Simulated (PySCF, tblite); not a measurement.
# C7H11O radical: geometry, infrared bands and EPR parameters

What infrared bands and EPR parameters should C7H11O radical (`C[C]1CCCCC1=O`) show?

The runs use tblite 0.8.0 and PySCF 2.14.0, with density-fitted response routines of our own; the level of theory stands in each step. All values are computed, except where a source is named. Atoms count from 0, in the outputs and in this text.

## 1. Starting geometry

19 atoms, charge 0, multiplicity 2; geometry from: force field or distance geometry start.

Bonds of the start (Å): C0–C1 1.50, C1–C2 1.50, C2–C3 1.51, C3–C4 1.53, C4–C5 1.53, C5–C6 1.50, C6–O7 1.22, C6–C1 1.50, C0–H8 1.12, C0–H9 1.10, C0–H10 1.09, C2–H11 1.13, C2–H12 1.09, C3–H13 1.10, C3–H14 1.10, C4–H15 1.09, C4–H16 1.13, C5–H17 1.11, C5–H18 1.09.

## 2. Relaxing the molecule with GFN2-xTB

Job settings and geometry (Å):

```
{"job": {"kind": "relax", "xc": "GFN2-xTB", "basis": "xTB"}, "charge": 0, "multiplicity": 2}
C      2.171000    -0.232800     0.031400
C      0.958700     0.098700    -0.789800
C      0.236700     1.345500    -0.370100
C     -0.726000     1.041800     0.758500
C     -1.728800     0.032800     0.196000
C     -0.955500    -1.289000     0.141400
C      0.031700    -1.065700    -0.966500
O      0.083400    -1.780900    -1.950900
H      2.229900    -1.347900     0.122500
H      3.065500     0.095400    -0.522200
H      2.160100     0.156500     1.051100
H     -0.422700     1.618600    -1.245300
H      0.884200     2.170400    -0.070700
H     -1.232500     1.934600     1.155900
H     -0.142400     0.486400     1.512900
H     -2.655700    -0.035200     0.765200
H     -1.897200     0.254700    -0.903400
H     -0.440000    -1.344900     1.125100
H     -1.630400    -2.129700    -0.048600
```

Command:

```console
$ OMP_NUM_THREADS=1 python probes_run.py task.json out
```

This one command runs all jobs of the session in turn.

**Question.** This job is followed by: GFN2-xTB harmonic vibrations, gas phase; UKS B3LYP, pcH-1 on C H O, non-relativistic, mean-field spin-orbit, GIAO. Predict these results of the whole session: strongest single infrared mode (GFN2-xTB); zero-point energy (GFN2-xTB); g(iso) (B3LYP); ⟨S²⟩; largest a(iso) (averaged by class); surface potential, 1st and 99th percentile.

The runs gave:

| quantity | value |
| --- | --- |
| strongest single infrared mode (GFN2-xTB) | 1567 cm⁻¹, 217 km/mol |
| zero-point energy (GFN2-xTB) | 101.8 kcal/mol |
| g(iso) (B3LYP) | 2.00466 |
| ⟨S²⟩ | 0.762 (exact 0.75) |
| largest a(iso) (averaged by class) | 1H on H11, H12, 80.0 MHz |
| surface potential, 1st and 99th percentile | -1.92 V and 0.88 V |

Relaxing lowered the energy by 1.391 eV in 97 steps; the close pair that moved most is C1–C6, from 1.499 to 1.428 Å. All 51 modes are real, so the xTB geometry is a minimum. The strongest single mode, at 1567 cm⁻¹, moves mainly C6 and O7. GFN2-xTB is a fitted tight-binding method: band positions and strengths are rough. Its intensities can rank the bands wrongly. C1 carries the largest spin population, 0.76 e. The isotropic g lies 2.3 ppt above the free-electron value.
